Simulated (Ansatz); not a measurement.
# NH₂Br (triplet): wave-function methods side by side at distance Br1–H2 along a hydrogen transfer = 1.804 Å, cc-pVDZ

An exercise on one series of results from a longer session: the logs are not shown, and one member is left open.

Method: cc-pVDZ, core rule «outside noble gas», up to 15 orbitals frozen; program: Ansatz 0.2.0, Gaussian basis.

To be run: UHF; CCSD(T) on ROHF; CCSD(T) on UHF; BCCD(T) on ROHF; CISD; CCSDT(Q) on ROHF; CCSDT(Q) on UHF; CASSCF and MRCISD+Q, 4 electrons in 4 orbitals; CASSCF and NEVPT2, 4 electrons in 4 orbitals; CASSCF and MRCISD+Q, 14 electrons in 10 orbitals; CASSCF and NEVPT2, 14 electrons in 10 orbitals.

7 further runs of the same task are left out: 7 that didn't finish.

## The system

The geometry derives from fragments relaxed apart (PBE0/def2-TZVP) and kept rigid, so it is no stationary point. A hydrogen atom is moved between rigid fragments. No spin-orbit coupling is included. The filled d shell of Br may be among the frozen orbitals whatever the setting's name suggests; the logs give the count.

4 atoms, charge 0, spin multiplicity 3.

Atoms are counted from 1 here; the program's logs count them from 0.

Bond lengths: Br1–H2 1.804 Å, H2–N3 1.040 Å, N3–H4 1.040 Å. Angles: Br1–H2–N3 180.0°, H2–N3–H4 105.0°.

The first run:

in.yaml reads:

```yaml
crystal:
  periodic: [false, false, false]
  atoms:
    - {symbol: Br, position_ang: [-1.940270, 0.251057, 0.000000]}
    - {symbol: H, position_ang: [-0.136270, 0.251057, 0.000000]}
    - {symbol: N, position_ang: [0.903730, 0.251057, 0.000000]}
    - {symbol: H, position_ang: [1.172811, -0.753170, 0.000000]}
basis:
  gaussian: {orbitals: cc-pVDZ}
magnetization: {spin_polarized: true, initial_magnetization: 2}
hamiltonian: {xc: hf}
output: {orbitals: {seedname: orbitals}}
```

Run with:

```sh
$ ansatz run in.yaml --threads 1 --pin off --events-out ev --progress --plain --max-ram 2393MiB
```

Steps of the session up to this table: UHF; CCSD(T) on ROHF; CCSD(T) on UHF; BCCD(T) on ROHF; CISD; CCSDT(Q) on ROHF; CCSDT(Q) on UHF; CASSCF and MRCISD+Q, 4 electrons in 4 orbitals; CASSCF and NEVPT2, 4 electrons in 4 orbitals; CASSCF and MRCISD+Q, 14 electrons in 10 orbitals; CASSCF and NEVPT2, 14 electrons in 10 orbitals.

One of the session's tables, all rows but one given; the rest of the session is left out.

| method | from UCCSDT(Q) (meV) |
| --- | --- |
| ROHF | +8114.4 |
| UHF | +7810.1 |
| RMP2 | +1063.6 |
| UMP2 | +1076.6 |
| CISD | +809.2 |
| RCCSD | +179.3 |
| UCCSD | +172.4 |
| RCCSD(T) | +35.2 |
| UCCSD(T) | ? |
| BCCD(T) | +35.1 |
| RCCSDT | +15.4 |
| UCCSDT | +13.1 |
| RCCSDT(Q) | +2.4 |
| UCCSDT(Q) | 0 |
| CASSCF valence | +6592.7 |
| NEVPT2 valence | +1350.5 |
| MRCISD valence | +529.1 |
| MRCISD+Q valence | +32.6 |

Q: Estimate the row for UCCSD(T) from the others.

As computed: from UCCSDT(Q) (meV): +33.2. In the column «from UCCSDT(Q) (meV)» it lies between MRCISD+Q valence (+32.6) and BCCD(T) (+35.1).

Left out of the table: CASSCF pair, NEVPT2 pair, MRCISD pair, MRCISD+Q pair (the active space lost an orbital or holds another state than full CI finds).

Limits of these values: Restricted and unrestricted rows rest on different reference determinants; where their highest levels disagree by more than a few hundredths of an eV, they describe different states and don't form one ladder. Warnings in the runs' records: passed over end.
